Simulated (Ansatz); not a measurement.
Turn this script for the Python package of Ansatz (0.2.0) into the input file that the command-line program reads.

The script, `v3ru_deck.py`:
```python
"""V3Ru from an input typed as a mapping."""

import warnings

import ansatz as az
import pandas as pd

warnings.simplefilter("ignore", az.DeckWarning)

inputs = {
    "crystal": {
        "lattice": [
            [0.0, 2.976681, 2.976681],
            [2.976681, 0.0, 2.976681],
            [2.976681, 2.976681, 0.0],
        ],
        "atoms": [
            {"symbol": "V", "position": [0.25, 0.25, 0.25], "spin": 2.0},
            {"symbol": "V", "position": [0.75, 0.75, 0.75], "spin": 2.0},
            {"symbol": "V", "position": [0.5, 0.5, 0.5], "spin": 2.0},
            {"symbol": "Ru", "position": [0.0, 0.0, 0.0]},
        ],
    },
    "magnetization": {"spin_polarized": True},
    "kpoints": {"mp_grid": {"kspacing": 0.3}},
    "hamiltonian": {"xc": "lda"},
    "scf": {"occupations": {"method": "gaussian", "width": 0.15}},
    "basis": {"ecutwfc": 470},
    "output": {"forces": True},
}

result = az.Session.from_dict(inputs).plan(threads=1).execute()
r = result.report

for key in ("converged", "n_iterations", "n_electrons", "n_kpoints", "n_pw", "n_symmetry_ops", "free_energy_ev", "fermi_energy_ev"):
    print(f"{key:18s} {r[key]}")

# forces in eV per angstrom
table = pd.DataFrame(r["forces_ev_ang"], columns=["fx", "fy", "fz"])
table.insert(0, "atom", [site["symbol"] for site in r["lattice"]["sites"]])
print(table.round(4).to_string())

print("site moments (muB):", [round(m, 2) for m in r["site_moments_mub"]])
print("electrons up, down:", [round(n, 3) for n in r["spin_occupation_sums"]])

terms = r["components"]
print({name: round(terms[name], 3) for name in ("e_kinetic", "e_hartree", "e_xc", "e_local", "e_nonlocal")})

used = r["setup"]
print("cutoffs (eV):", used["ecut_ev"], used["ecutrho_ev"], " FFT grid:", used["fft_dense"])
print("cell volume {:.3f} A^3, {} symmetry operations".format(used["cell_volume_ang3"], used["n_sym_ops"]))
```

`python v3ru_deck.py` gives:
```text
RunWarning: the starting moments were not kept: the SCF closed with an absolute magnetisation of 1.7e-5 μB, where they sum to 6 μB in size (3 sites). That is at most 0.1 of that sum. Measured as dr2_m measures the in/out step, that magnetisation stands 6.8e-11 eV from none, at or under the dr2_threshold of 1.0e-7 eV: [...]
converged          True
n_iterations       13
n_electrons        55.0
n_kpoints          20
n_pw               1243
n_symmetry_ops     48
free_energy_ev     -14340.720302960704
fermi_energy_ev    18.7043706508507
  atom   fx   fy   fz
0    V  0.0 -0.0 -0.0
1    V -0.0  0.0  0.0
2    V  0.0 -0.0  0.0
3   Ru -0.0 -0.0 -0.0
site moments (muB): [0.0, 0.0, -0.0, -0.0]
electrons up, down: [27.5, 27.5]
{'e_kinetic': 1524.165, 'e_hartree': 1619.805, 'e_xc': -578.864, 'e_local': -3919.175, 'e_nonlocal': 223.806}
cutoffs (eV): 470.0 1880.0  FFT grid: [30, 30, 30]
cell volume 52.751 A^3, 48 symmetry operations
```
(Warnings from the package without file and line, shortened.)

`input.yaml`:
```yaml
crystal:
  lattice:
    - [0.0, 2.976681, 2.976681]
    - [2.976681, 0.0, 2.976681]
    - [2.976681, 2.976681, 0.0]
  atoms:
    - { symbol: V, position: [0.25, 0.25, 0.25], spin: 2.0 }
    - { symbol: V, position: [0.75, 0.75, 0.75], spin: 2.0 }
    - { symbol: V, position: [0.5, 0.5, 0.5], spin: 2.0 }
    - { symbol: Ru, position: [0.0, 0.0, 0.0] }
magnetization:
  spin_polarized: true
kpoints:
  mp_grid:
    kspacing: 0.3
hamiltonian:
  xc: lda
scf:
  occupations:
    method: gaussian
    width: 0.15
basis:
  ecutwfc: 470
output:
  forces: true
```

What to keep in mind:
- Total energies depend on the potentials; only differences at equal settings carry meaning. A total without «per atom» is that of the cell as typed.
- The SCF didn't keep the moments it started from (some shrank, vanished or turned); what is printed is the state reached.
- The energy terms are those on the plane-wave grid, with the one-centre PAW part apart; the terms shown are only some of the summands, so they needn't add up to F.
- Only differences from the Fermi energy are physical; the zero of the scale is a convention.
- This cell is a computed structure, which may not be the phase found in nature.
- The script silences the warnings on its input, which a real study should read.
- Wall time of the script: 6.7 s on 1 thread of Arm Neoverse V2, on a shared host, peak memory 0.52 GiB.

(Lines on the test bed's own set-up are left out of the output.)
